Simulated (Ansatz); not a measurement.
# Sb2S: from a guess to a relaxed structure

The task: take a trial cell of Sb2S to zero force and stress.

Computed with Ansatz 0.2.0 (DFT PBE, scalar-relativistic, plane waves, PAW, unless a step's input says otherwise).

1 further run of the same task is left out (it didn't finish).

### Step 1. The system as given

The structure is cubic, space group Fm-3m (No. 225). Conventional cell: a = 6.751 Å, b = 6.751 Å, c = 6.751 Å, α = 90.00°, β = 90.00°, γ = 90.00°. Sb (site symmetry -43m) has 4 S at 2.92 Å as nearest neighbours. Around S (site symmetry m-3m) lie 8 Sb at 2.92 Å.

Structure file:

```
CELL_PARAMETERS angstrom
0.00000 3.37535 3.37535
3.37535 0.00000 3.37535
3.37535 3.37535 0.00000
ATOMIC_POSITIONS crystal
Sb 0.25000 0.25000 0.25000
Sb 0.75000 0.75000 0.75000
S 0.00000 0.00000 0.00000
```

Recipe of the guess: species swapped into a database cell of Sn2Pt (Fm-3m, No. 225), with Sb on the Sn sites and S on the Pt sites. The dimensions are guesses.

### Step 2. A first look at the guess

File input.yaml:

```yaml
crystal:
  lattice:
    - [0.0, 3.37535407, 3.37535407]
    - [3.37535407, 0.0, 3.37535407]
    - [3.37535407, 3.37535407, 0.0]
  atoms:
    - { symbol: Sb, position: [0.25, 0.25, 0.25] }
    - { symbol: Sb, position: [0.75, 0.75, 0.75] }
    - { symbol: S, position: [0.0, 0.0, 0.0] }
basis:
  ecutwfc: 420
kpoints:
  mp_grid: { grid: [4, 4, 4] }
hamiltonian:
  xc: pbe
scf:
  occupations: { method: gaussian, width: 0.1 }
  lower_state_search: "off"
output:
  forces: true
  stress: true
  eigenvalues: true
```

Command:

```
ansatz run input.yaml --threads 1 --pin off --max-ram 2560MiB --backend cpu --events-out ev --progress --plain --runs-dir out
```

Output, cut to the lines that bear on the results:

```text
[...]
SCF converged after 7 iterations
Free energy (F): -13869.590216 eV
[...]
E sigma→0 (E₀):  -13869.577186 eV
Entropy (-TS):   -0.026060 eV (-8.687 meV/atom)
Fermi energy:    9.684778 eV
[...]
--- Forces (eV/Å), atoms counted from 1 ---
  atom   1  Sb    -0.00000000     0.00000000     0.00000000
  atom   2  Sb     0.00000000     0.00000000     0.00000000
  atom   3  S     -0.00000000     0.00000000     0.00000000
[...]
--- Stress (GPa, compression-positive) ---
        0.705232       0.000000       0.000000
       -0.000000       0.705232       0.000000
        0.000000      -0.000000       0.705232
  P = ⅓ Tr σ = 0.7052 GPa (7.052 kbar)
--- Band table (eV; the first three rows and the last of 8) ---
  k-point 0: bands = ["-19.6930", "-19.6930", "-19.6576", "-19.6576", "-19.6576", "-19.6184", "-19.6184", "-19.6184", "-19.5876", "-19.5876", "-5.0011", "1.1403", "3.2880", "5.7780", "5.7780", "5.7780", "7.3315", "7.3315", "7.3315", "12.1845", "12.1845", "12.1845"]
[...]
```

It took 5.3 s on 1 thread of Intel Xeon at 2.50GHz (Skylake/Cascade Lake), shared host; peak memory 0.32 GiB.

Read-out: pressure 0.7 GPa, largest force 0.00 eV/Å, gap on this mesh none (metal). The coarse relaxation is skipped.

### Step 3. Full relaxation

input.yaml: that of step 2 with these lines changed.

```diff
@@ -12,3 +12,3 @@
 kpoints:
-  mp_grid: { grid: [4, 4, 4] }
+  mp_grid: { grid: [12, 12, 12] }
 hamiltonian:
@@ -17,3 +17,2 @@
   occupations: { method: gaussian, width: 0.1 }
-  lower_state_search: "off"
 output:
@@ -22 +21,6 @@
   eigenvalues: true
+relax:
+  adjacent_minimum: "off"
+  f_tol: 0.01
+  max_steps: 80
+  cell: { stress_tol: 0.05 }
```

Command:

```
ansatz run input.yaml --threads 1 --pin off --max-ram 2560MiB --backend cpu --events-out ev --progress --plain --runs-dir out
```

Output:

```text
Warning: RAYON_NUM_THREADS=1 ignored (pool sized by the plan → 1); use --threads N
Engine: ansatz 0.2.0, x86_64-unknown-linux-gnu
Pseudopotentials: kind: paw
Pseudopotential: Sb, paw, valence charge 15, recommended cutoff 420 eV (normal), Sb.paw.azcp
Pseudopotential: S, paw, valence charge 6, recommended cutoff 420 eV (normal), S.paw.azcp
Functional definition: PBE
  parameter kappa = 0.804
  parameter beta = 0.06672455060314922
  exchange = pbe_x(kappa = kappa, mu = beta*pi^2/3)
  correlation = pbe_c(beta = beta)
Crystal: 3 atoms, lattice volume = 76.911 Å³
Basis set: ecut = 420 eV, 1459 PW (Γ), exchange–correlation on 64×64×64 points (8 copies of the dense FFT grid, shifted against one another)
Bands: 22, of which v1, the nominal top of the filled ones, is band 18 counted from 1 (17 counted from 0)
Symmetry: 48 space group operations
Space group: Fm-3m (ITA 225), of the structure as read, at distance tolerance 4.3e-5 Å
k-points: 72 of 1728
Non-local potential: Sb, projectors of the file, l = 0: 2, l = 1: 2, l = 2: 2, l = 3: 2
Non-local potential: S, projectors of the file, l = 0: 2, l = 1: 2, l = 2: 2
PAW form: soft (Blöchl's): semilocal exchange-correlation on the pseudo side does not see the compensation charge
PAW one-centre angular grid: Sb, 590 points (default); XC on 64 Gauss nodes
PAW one-centre angular grid: S, 110 points (default); XC on 64 Gauss nodes
Initial density: superposition of atomic densities (neutral atoms: chi_scale 0, normalization atom), corrected by the library's trained network
Initial wavefunctions: pseudopotential atomic-orbital guess
Functional: x = pbe(κ = 0.804, μ = 0.2195149727645171), c = pbe(β = 0.06672455060314922)
SCF iter   1: F=—  HF=-13869.526427 eV  |F-HF|=—  |Δ(HF+E_count)|=         —  Δρ=2.34e-3  dr2=6.82e-3  ethr=1.77e-3  ⟨swp⟩=6.1  Hψ=7528  notcnv=0
preconditioner: auto → LDOS  [metal: Δε(μ)=0.033 eV  Ē_g=7.770 eV  σ=0.100 eV  W_gap=0.18  n_scr=14 (ndim 8)  ℏωp=16.9 eV  f_vac=0.014  D(μ)=2.43/eV (n_scr^D=14)  β→1.0]
SCF iter   2: F=—  HF=-13869.524582 eV  |F-HF|=—  |Δ(HF+E_count)|=   1.85e-3  Δρ=7.76e-4  dr2=4.77e-4  ethr=1.89e-5  ⟨swp⟩=2.3  Hψ=3416  notcnv=0
SCF iter   3: F=—  HF=-13869.524527 eV  |F-HF|=—  |Δ(HF+E_count)|=   5.50e-5  Δρ=4.85e-4  dr2=1.70e-4  ethr=1.32e-6  ⟨swp⟩=2.0  Hψ=2882  notcnv=0
SCF iter   4: F=—  HF=-13869.524450 eV  |F-HF|=—  |Δ(HF+E_count)|=   7.64e-5  Δρ=5.74e-5  dr2=6.77e-6  ethr=4.71e-7  ⟨swp⟩=2.0  Hψ=2871  notcnv=0
SCF iter   5: F=—  HF=-13869.524413 eV  |F-HF|=—  |Δ(HF+E_count)|=   3.70e-5  Δρ=1.74e-5  dr2=3.89e-7  ethr=1.88e-8  ⟨swp⟩=2.0  Hψ=1914  notcnv=0
SCF iter   6: F=-13869.524413 eV  HF=-13869.524413 eV  |F-HF|=9.40e-10  |Δ(HF+E_count)|=   4.19e-8  Δρ=2.52e-6  dr2=6.09e-9  ethr=2.78e-10  ⟨swp⟩=6.3  Hψ=6902  notcnv=0
SCF 1 converged in 6 iterations: F = -13869.524413 eV  dr2 = 6.09e-9
relax step   1: F+E_penalty+E_count = -13869.52441318 eV  Δ(F+E_penalty+E_count) = +0.000e0 eV  max|allowed force component| = 3.084e-18 eV/Å  Δτ_max = 0.0000 Å  P = +1.812 GPa  Ω = 76.911 Å³  (6 SCF iters, dr2 threshold 1.00e-7 eV, accepted)
Crystal: 3 atoms, lattice volume = 80.539 Å³
Basis set: ecut = 420 eV, 1591 PW (Γ), exchange–correlation on 64×64×64 points (8 copies of the dense FFT grid, shifted against one another)
Initial density: handed on by an earlier stage of this run
Initial wavefunctions: those handed on with the density
iter 1 solved again at ethr=1.06e-6 eV; its pass at ethr=3.10e-3 eV (dr2=3.82e-4 eV) is discarded
SCF iter   1: F=—  HF=-13869.534745 eV  |F-HF|=—  |Δ(HF+E_count)|=         —  Δρ=4.82e-4  dr2=2.41e-4  ethr=1.06e-6  ⟨swp⟩=3.3  Hψ=10745  notcnv=0
preconditioner: auto → LDOS  [metal: Δε(μ)=0.007 eV  Ē_g=7.546 eV  σ=0.100 eV  W_gap=0.04  n_scr=14 (ndim 8)  ℏωp=16.6 eV  f_vac=0.014  D(μ)=2.47/eV (n_scr^D=14)  β→1.0]
SCF iter   2: F=—  HF=-13869.534712 eV  |F-HF|=—  |Δ(HF+E_count)|=   3.37e-5  Δρ=1.42e-4  dr2=1.70e-5  ethr=6.69e-7  ⟨swp⟩=3.0  Hψ=2975  notcnv=0
SCF iter   3: F=—  HF=-13869.534717 eV  |F-HF|=—  |Δ(HF+E_count)|=   5.34e-6  Δρ=7.61e-5  dr2=4.49e-6  ethr=4.71e-8  ⟨swp⟩=2.0  Hψ=2883  notcnv=0
SCF iter   4: F=-13869.534714 eV  HF=-13869.534714 eV  |F-HF|=1.28e-8  |Δ(HF+E_count)|=   2.47e-6  Δρ=1.44e-5  dr2=2.63e-7  ethr=8.33e-10  ⟨swp⟩=4.2  Hψ=7488  notcnv=0
SCF 2 converged in 4 iterations: F = -13869.534714 eV  dr2 = 2.63e-7
relax step   2: F+E_penalty+E_count = -13869.53471440 eV  Δ(F+E_penalty+E_count) = -1.030e-2 eV  max|allowed force component| = 1.758e-16 eV/Å  Δτ_max = 0.0000 Å  P = -0.738 GPa  Ω = 80.539 Å³  energy of the carried Pulay correction = -6.499e-4 eV  (4 SCF iters, dr2 threshold 3.00e-7 eV, accepted)
Crystal: 3 atoms, lattice volume = 79.454 Å³
Basis set: ecut = 420 eV, 1471 PW (Γ), exchange–correlation on 64×64×64 points (8 copies of the dense FFT grid, shifted against one another)
iter 1 solved again at ethr=5.20e-8 eV; its pass at ethr=3.10e-3 eV (dr2=1.87e-5 eV) is discarded
SCF iter   1: F=—  HF=-13869.537611 eV  |F-HF|=—  |Δ(HF+E_count)|=         —  Δρ=1.35e-4  dr2=1.64e-5  ethr=5.20e-8  ⟨swp⟩=2.9  Hψ=10467  notcnv=0
preconditioner: auto → LDOS  [metal: Δε(μ)=0.005 eV  Ē_g=7.611 eV  σ=0.100 eV  W_gap=0.03  n_scr=14 (ndim 8)  ℏωp=16.7 eV  f_vac=0.013  D(μ)=2.42/eV (n_scr^D=14)  β→1.0]
SCF iter   2: F=—  HF=-13869.537572 eV  |F-HF|=—  |Δ(HF+E_count)|=   3.94e-5  Δρ=4.09e-5  dr2=1.03e-6  ethr=4.56e-8  ⟨swp⟩=2.7  Hψ=2947  notcnv=0
SCF iter   3: F=—  HF=-13869.537572 eV  |F-HF|=—  |Δ(HF+E_count)|=   4.10e-7  Δρ=2.23e-5  dr2=3.52e-7  ethr=8.33e-10  ⟨swp⟩=6.1  Hψ=7475  notcnv=0
SCF iter   4: F=-13869.537572 eV  HF=-13869.537572 eV  |F-HF|=8.28e-10  |Δ(HF+E_count)|=   2.01e-7  Δρ=3.56e-6  dr2=1.42e-8  ethr=8.33e-10  ⟨swp⟩=4.8  Hψ=5619  notcnv=0
SCF 3 converged in 4 iterations: F = -13869.537572 eV  dr2 = 1.42e-8
relax step   3: F+E_penalty+E_count = -13869.53757204 eV  Δ(F+E_penalty+E_count) = -2.858e-3 eV  max|allowed force component| = 1.758e-16 eV/Å  Δτ_max = 0.0000 Å  P = -0.042 GPa  Ω = 79.454 Å³  energy of the carried Pulay correction = -4.588e-4 eV  (4 SCF iters, dr2 threshold 3.00e-7 eV, accepted)
Basis set: ecut = 420 eV, 1471 PW (Γ), exchange–correlation on 72×72×72 points (8 copies of the dense FFT grid, shifted against one another)
Initial wavefunctions: pseudopotential atomic-orbital guess (no wavefunctions were taken with the density)
iter 1 solved again at ethr=2.52e-7 eV; its pass at ethr=3.10e-3 eV (dr2=9.06e-5 eV) is discarded
SCF iter   1: F=—  HF=-13869.537984 eV  |F-HF|=—  |Δ(HF+E_count)|=         —  Δρ=2.72e-5  dr2=1.02e-7  ethr=2.52e-7  ⟨swp⟩=3.1  Hψ=11502  notcnv=0
preconditioner: auto → LDOS  [metal: Δε(μ)=0.005 eV  Ē_g=7.610 eV  σ=0.100 eV  W_gap=0.03  n_scr=14 (ndim 8)  ℏωp=16.7 eV  f_vac=0.014  D(μ)=2.42/eV (n_scr^D=14)  β→1.0]
SCF iter   2: F=—  HF=-13869.537991 eV  |F-HF|=—  |Δ(HF+E_count)|=   6.92e-6  Δρ=6.54e-6  dr2=1.79e-8  ethr=2.84e-10  ⟨swp⟩=2.5  Hψ=3027  notcnv=0
SCF iter   3: F=—  HF=-13869.537991 eV  |F-HF|=—  |Δ(HF+E_count)|=   9.41e-9  Δρ=1.38e-6  dr2=1.89e-9  ethr=4.97e-11  ⟨swp⟩=2.0  Hψ=2882  notcnv=0
SCF iter   4: F=—  HF=-13869.537991 eV  |F-HF|=—  |Δ(HF+E_count)|=  1.60e-10  Δρ=3.01e-7  dr2=1.87e-10  ethr=5.24e-12  ⟨swp⟩=2.0  Hψ=2867  notcnv=0
SCF iter   5: F=-13869.537991 eV  HF=-13869.537991 eV  |F-HF|=0.00e0  |Δ(HF+E_count)|=  1.46e-11  Δρ=7.40e-8  dr2=9.24e-12  ethr=1.00e-12  ⟨swp⟩=6.2  Hψ=7122  notcnv=0
SCF 4 converged in 5 iterations: F = -13869.537991 eV  dr2 = 9.24e-12
relax step   4: F+E_penalty+E_count = -13869.53799065 eV  Δ(F+E_penalty+E_count) = -4.186e-4 eV  max|allowed force component| = 1.789e-16 eV/Å  Δτ_max = 0.0000 Å  P = -0.046 GPa  Ω = 79.454 Å³  stress off target by 4.61e-2 GPa  SCF on the basis re-selected at this cell (its energy is not comparable with the rows above)  (5 SCF iters)
basis re-selected at this cell: Δ(F+E_penalty+E_count) = -4.186e-4 eV, ΔP = -0.005 GPa vs the last step (what re-selecting the basis moved, of the pressure what is left beyond the Pulay correction that the steps carried, after the strain that the cell walked since its last selection, with what the two solves' SCF thresholds leave and, on support functions, any second-order correction that the steps lacked; it is no measure of the basis error at this ecutwfc). The dense FFT grid was sized anew with the basis: this SCF ran on 36×36×36 points, the steps before it on 32×32×32, so part of this shift can come from that change (see relax.cell in the input reference). This SCF's stress stands 4.61e-2 GPa from its target on what of the cell is left free (relax.cell.stress_tol is 5.00e-2 GPa) and its largest allowed force component is 1.79e-16 eV/Å (relax.f_tol is 1.00e-2 eV/Å): within both
SCF converged after 5 iterations
Free energy (F): -13869.537991 eV
Harris-Foulkes:  -13869.537991 eV  (|F-HF|=0.00e0)
Internal energy: -13869.525880 eV  (E = F + TS)
E sigma→0 (E₀):  -13869.531935 eV
Entropy (-TS):   -0.012111 eV (-4.037 meV/atom)
Fermi energy:    9.333818 eV
--- Per-component energies (eV) ---
  E_band       = -345.676498
  E_kinetic    = 516.966112
  E_local      = -3341.501123  (includes V_loc(G=0)·N_el)
  E_nonlocal   = 751.388957
  E_hartree    = 1497.177402
  E_xc         = -372.678893
  E_vxc        = -278.100231  (∫ρ·V_xc dr)
  E_paw        = -9748.080064  (= ΣΔE_a)
  E_vpaw       = -988.784976  (= ΣTr[D̂ρ^β])
  E_aug_tail   = -0.000002  (compensation charges beyond the density's cutoff)
  E_ewald      = -3172.798269
  E_smearing   = -0.012111  (= −TS)
  E_closure    = 0.000000  (closes the sum)
  Σ components = -13869.537991   (vs F -13869.537991, Δ=0.00e0)
--- Forces (eV/Å), atoms counted from 1 ---
  atom   1  Sb    -0.00000000    -0.00000000    -0.00000000
  atom   2  Sb     0.00000000     0.00000000     0.00000000
  atom   3  S      0.00000000    -0.00000000     0.00000000
  max |Σ_I F_I| component: 4.63e-18 eV/Å
--- Stress (GPa, compression-positive) ---
       -0.046100      -0.000000      -0.000000
       -0.000000      -0.046100      -0.000000
       -0.000000      -0.000000      -0.046100
  P = ⅓ Tr σ = -0.0461 GPa (-0.461 kbar)
--- Band table (eV; the first three rows and the last of 72) ---
  k-point 0: bands = ["-20.1311", "-20.1311", "-20.1002", "-20.1002", "-20.1002", "-20.0659", "-20.0659", "-20.0659", "-20.0376", "-20.0376", "-5.1874", "0.6729", "2.7173", "5.4939", "5.4939", "5.4939", "6.9680", "6.9680", "6.9680", "11.6635", "11.6635", "11.6635"]
  k-point 1: bands = ["-20.1295", "-20.1295", "-20.0997", "-20.0996", "-20.0996", "-20.0665", "-20.0664", "-20.0664", "-20.0392", "-20.0392", "-5.1452", "0.5909", "2.5534", "5.3922", "5.4031", "5.4031", "7.0965", "7.0965", "7.4470", "11.4545", "11.4545", "11.5296"]
  k-point 2: bands = ["-20.1249", "-20.1249", "-20.0980", "-20.0977", "-20.0977", "-20.0681", "-20.0680", "-20.0680", "-20.0439", "-20.0439", "-5.0232", "0.3684", "2.1080", "5.2100", "5.2100", "5.4880", "7.3806", "7.3806", "8.3620", "11.1053", "11.1053", "11.2769"]
  k-point 71: bands = ["-20.1102", "-20.1102", "-20.0944", "-20.0918", "-20.0817", "-20.0817", "-20.0730", "-20.0722", "-20.0590", "-20.0590", "-4.0372", "-0.3513", "-0.3513", "3.3679", "6.1796", "6.1796", "7.2251", "8.9548", "10.8991", "10.8991", "12.1111", "12.7901"]
--- Relaxed structure (3 steps of the walk, 3 accepted, 1 SCFs on fresh bases) ---
  F+E_penalty+E_count = -13869.53799065 eV   max|allowed force component| = 1.789e-16 eV/Å   (the final SCF, on the basis selected at the relaxed cell)
  cell:  # Å, volume = 79.4542 Å³
    - [2.7069163924757836e-35, 3.4121565625815173, 3.4121565625815173]
    - [3.4121565625815173, 9.267207884828853e-34, 3.4121565625815173]
    - [3.4121565625815173, 3.4121565625815173, 4.2992201527556563e-35]
  atoms:
    - { symbol: Sb, position: [0.25, 0.25, 0.25] }
    - { symbol: Sb, position: [0.7500000000000001, 0.7500000000000001, 0.7500000000000001] }
    - { symbol: S, position: [-1.8870944865513626e-35, 1.8524234592393955e-35, 3.7642829652993084e-36] }
```

Wall time 73 s (1 thread of Intel Xeon at 2.50GHz (Skylake/Cascade Lake), shared host); peak memory 0.44 GiB.

Step by step:

```csv
step,energy from step 1 (eV/cell),largest force component (eV/Å),pressure (GPa),volume (Å³)
1,0.0000,0.0000,1.81,76.91
2,-0.0103,0.0000,-0.74,80.54
3,-0.0132,0.0000,-0.04,79.45
4,-0.0136,0.0000,-0.05,79.45
```

Step 1 is the start. Step 4 repeats the geometry before it on a plane-wave basis chosen anew for that cell, so its energy need not be comparable with the rows above.

Lengths and angles in the start's conventional setting:

|  | before | after | change |
| --- | --- | --- | --- |
| a (Å) | 6.751 | 6.824 | +1.1 % |
| b (Å) | 6.751 | 6.824 | +1.1 % |
| c (Å) | 6.751 | 6.824 | +1.1 % |
| volume (Å³/atom) | 25.64 | 26.48 | +3.3 % |
| shortest distance (Å) | 2.923 | 2.955 | +1.1 % |
| space group (0.01 Å) | Fm-3m | Fm-3m | same |

Forces and stress were held to the start's 48 operations: a distortion of lower symmetry was not tested.

### Step 4. What came out

| quantity | value |
| --- | --- |
| symmetry at the end (tolerance 0.05 Å) | space group Fm-3m (No. 225) |
| conventional cell | a = 6.824 Å, b = 6.824 Å, c = 6.824 Å, α = 90.00°, β = 90.00°, γ = 90.00° |
| volume | 26.48 Å³/atom |
| energy over the elements | +0.50 eV/atom |
| gap on the mesh | none (metal) |

In words: The space group Fm-3m (No. 225) is kept, and the volume per atom grows by 3.3 % from the first guess. With a positive formation energy it can't be a ground state. No finished test with a distortion of lower symmetry is shown, so the end may be a saddle point. Spin-orbit coupling is left out for Sb.
